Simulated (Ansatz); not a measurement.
# CHGaP (quartet): the correlation ladder, cc-pVDZ

An exercise on one series of results from a longer session: the logs are not shown, and one member is left open.

Method: cc-pVDZ, core rule «outside noble gas», up to 20 orbitals frozen; program: Ansatz 0.2.0, Gaussian basis.

To be run: UHF; CCSD(T) on ROHF; CCSD(T) on UHF; BCCD(T) on ROHF; CISD; CCSDT(Q) on ROHF; CCSDT(Q) on UHF.

26 further runs of the same task are left out: 1 for a known fault of the program, 14 that didn't finish, 11 set aside as unsound or not needed.

### The geometry

The geometry is a PBE0/def2-TZVP stationary point (not a proven minimum). No spin-orbit coupling is included. The filled d shell of Ga may be among the frozen orbitals whatever the setting's name suggests; the logs give the count.

4 atoms, charge 0, spin multiplicity 4.

Atoms are counted from 1 here; the program's logs count them from 0.

Bond lengths: Ga1–C2 1.888 Å, Ga1–H4 1.569 Å, C2–P3 1.698 Å. Angles: C2–Ga1–H4 128.7°, Ga1–C2–P3 165.6°.

The first run:

in.yaml

```yaml
crystal:
  periodic: [false, false, false]
  atoms:
    - {symbol: Ga, position_ang: [0.000001, -0.343840, 1.074099]}
    - {symbol: C, position_ang: [0.000008, -0.097288, -0.797987]}
    - {symbol: P, position_ang: [-0.000001, -0.300567, -2.483454]}
    - {symbol: H, position_ang: [-0.000008, 0.741696, 2.207342]}
basis:
  gaussian: {orbitals: cc-pVDZ}
magnetization: {spin_polarized: true, initial_magnetization: 3}
hamiltonian: {xc: hf}
output: {orbitals: {seedname: orbitals}}
```

Started as:

```console
$ ansatz run in.yaml --threads 1 --pin off --events-out ev --progress --plain --max-ram 2393MiB
```

Steps of the session up to this table: UHF; CCSD(T) on ROHF; CCSD(T) on UHF; BCCD(T) on ROHF; CISD; CCSDT(Q) on ROHF; CCSDT(Q) on UHF.

One table of the session follows, with a row left open; its other results are not shown here.

| method | from RCCSDT(Q) (meV) |
| --- | --- |
| ROHF | +8365.7 |
| UHF | +7917.8 |
| RMP2 | +1600.1 |
| UMP2 | ? |
| RCCSD | +548.1 |
| UCCSD | +533.3 |
| RCCSD(T) | +171.7 |
| UCCSD(T) | +185.2 |
| BCCD(T) | +173.2 |
| RCCSDT | +58.2 |
| UCCSDT | +51.3 |
| RCCSDT(Q) | 0 |
| UCCSDT(Q) | -7.6 |

**Question.** Estimate the row for UMP2.

**Answer.** from RCCSDT(Q) (meV): +1962.9. In the column «from RCCSDT(Q) (meV)» it lies between RMP2 (+1600.1) and UHF (+7917.8).

Not comparable, so not listed: CISD (they don't share determinant, frozen orbitals or solution with the rows shown, or repeat one).

To keep in mind: Restricted and unrestricted rows rest on different reference determinants; where their highest levels disagree by more than a few hundredths of an eV, they describe different states and don't form one ladder.
